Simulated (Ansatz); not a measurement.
# FGeH5OSi2: the cost of one run

All numbers are computed with Ansatz 0.2.0, driven from Python. Level of theory: B3LYP/6-31G*.

**1. The system**

Bond lengths: O1–Ge2 1.739 Å, Ge2–Si3 2.329 Å, Ge2–Si4 2.335 Å, Si3–Si4 2.219 Å, Si4–F5 1.750 Å, O1–H6 1.061 Å, Ge2–H7 1.578 Å, Si3–H8 1.528 Å, Si3–H9 1.424 Å, Si4–H10 1.397 Å. Angles (14 of 19 angles, heavy atoms first): O1–Ge2–Si3 112.0°, O1–Ge2–Si4 115.3°, Si3–Ge2–Si4 56.8°, Ge2–Si3–Si4 61.7°, Ge2–Si4–Si3 61.5°, Ge2–Si4–F5 109.7°, Si3–Si4–F5 109.4°, O1–Ge2–H7 120.2°, Si3–Ge2–H7 120.9°, Si4–Ge2–H7 116.0°, Ge2–O1–H6 104.9°, Ge2–Si3–H8 111.0°, Ge2–Si3–H9 112.5°, Si4–Si3–H8 110.5°.

The script holds or builds the structure itself.

**2. The code**

The input, bde.py:

```python
"""Cost of removing each kind of hydrogen from FGeH5OSi2, fragments frozen."""

import ansatz


def energy_of(molecule, charge=0, unpaired=0):
    calc = (
        molecule.calculation()
        .basis(gaussian="6-31G*")
        .functional("b3lyp")
    )
    if charge:
        calc = calc.charge(charge)
    if unpaired:
        calc = calc.spin("collinear", total=unpaired)
    return calc.run().report["free_energy_ev"]

GEOMETRY = """
O    -1.50070    0.43540    1.68650
Ge    0.12180    0.24680    1.08950
Si    0.27840   -1.46620   -0.48010
Si    0.39360    0.62990   -1.19770
F    -1.14000    1.08820   -1.90470
H    -1.73420    1.45700    1.52140
H     1.35130    0.62050    2.00460
H     1.66830   -2.10110   -0.45920
H    -0.94830   -2.17130   -0.64020
H     1.59290    1.20960   -1.61710
"""

def without(molecule, index):
    rest = ansatz.Crystal.molecule()
    for i, site in enumerate(molecule.cartesian_sites):
        if i != index:
            rest = rest.atom(site.symbol, site.position_ang)
    return rest

fgeh5osi2 = ansatz.Crystal.molecule()
for line in GEOMETRY.strip().splitlines():
    symbol, *xyz = line.split()
    fgeh5osi2 = fgeh5osi2.atom(symbol, [float(v) for v in xyz])

whole = energy_of(fgeh5osi2, 0)
hydrogen = energy_of(ansatz.Crystal.molecule().atom("H", (0, 0, 0)), 0, 1)
print(f"E(molecule) = {whole:.5f} eV, E(H) = {hydrogen:.5f} eV")
for index in [5, 6, 8]:
    radical = energy_of(without(fgeh5osi2, index), 0, 1)
    print(f"H{index}: homolysis {96.485332 * (radical + hydrogen - whole):.1f} kJ/mol")
    anion = energy_of(without(fgeh5osi2, index), -1)
    print(f"H{index}: loss of a proton {96.485332 * (anion - whole):.1f} kJ/mol")
```

**3. The calls as engine input**

The engine receives this input (first run):

```yaml
crystal:
  periodic: [false, false, false]
  atoms:
    - { symbol: O, position_ang: [-1.5007, 0.4354, 1.6865] }
    - { symbol: Ge, position_ang: [0.1218, 0.2468, 1.0895] }
    - { symbol: Si, position_ang: [0.2784, -1.4662, -0.4801] }
    - { symbol: Si, position_ang: [0.3936, 0.6299, -1.1977] }
    - { symbol: F, position_ang: [-1.14, 1.0882, -1.9047] }
    - { symbol: H, position_ang: [-1.7342, 1.457, 1.5214] }
    - { symbol: H, position_ang: [1.3513, 0.6205, 2.0046] }
    - { symbol: H, position_ang: [1.6683, -2.1011, -0.4592] }
    - { symbol: H, position_ang: [-0.9483, -2.1713, -0.6402] }
    - { symbol: H, position_ang: [1.5929, 1.2096, -1.6171] }
basis:
  gaussian:
    orbitals: "6-31G*"
hamiltonian:
  xc: b3lyp
```

**4. Running it**

Started as:

```
$ python bde.py
```

Q: Estimate wall time and peak memory on 1 thread of Arm Neoverse V1, shared host.

About 64 s, with a peak of 0.46 GiB.
